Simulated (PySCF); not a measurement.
**A diatomic session: AsPb**

An exercise on one series of results from a longer session: the logs are not shown, and one member is left open.

Program: PySCF 2.14.0. Level of theory: As def2-SVP, Pb def2-SVP with ECP60, scalar-relativistic core potentials. These are calculated values, not measurements.

Set-up of the first run:

A driver script around PySCF takes these settings:

```json
{
  "atoms": "As, Pb",
  "charge": "0",
  "basis": "As def2-SVP, Pb def2-SVP with ECP60",
  "Hamiltonian": "scalar-relativistic core potentials",
  "basis functions": "58",
  "electrons treated": "55",
  "masses in u": "74.9216, 207.9766",
  "levels": "PBE0, PBE, r²SCAN, B97-3, TPSS, PW91, HSE06, HF, MP2, SCS-MP2, CCSD, CCSD(T)",
  "grid": "80 radial by 434 angular points",
  "occupations": "held fixed by the projection of orbital angular momentum",
  "dissociation limit": "As + Pb, each in its ground configuration",
  "starting distance in angstrom": "2.570",
  "values of 2S to try": "1, 3, 5"
}
```

On the command line:

```console
$ OMP_NUM_THREADS=1 python dia.py task.json out
```

Among the steps run: Input; First curve: PBE0; Other states along the same grid; PBE (GGA); r²SCAN (meta-GGA); B97-3 (global hybrid GGA); TPSS (meta-GGA); PW91; HSE06; UHF (mean field); Correlated methods on the Hartree–Fock reference.

One of the session's tables, all rows but one given; the rest of the session is left out.

```
 level  Re (Å)  ωe (cm⁻¹)  De (eV)  μ (D)
   PBE   2.555      240.1     2.74   2.15
  PW91   2.553      240.7     2.78   2.12
  TPSS   2.546      242.8     2.64   2.37
r²SCAN       ?          ?        ?      ?
  PBE0   2.521      247.3     2.34   2.42
 B97-3   2.537      247.3     2.51   2.60
 HSE06   2.525      249.4     2.45   2.35
```

Q: Estimate the row for r²SCAN from the others.

As computed: Re (Å): 2.533; ωe (cm⁻¹): 241.3; De (eV): 2.40; μ (D): 2.40. In the column «Re (Å)» it lies between HSE06 (2.525) and B97-3 (2.537).

De is counted to As + Pb in their ground configurations.
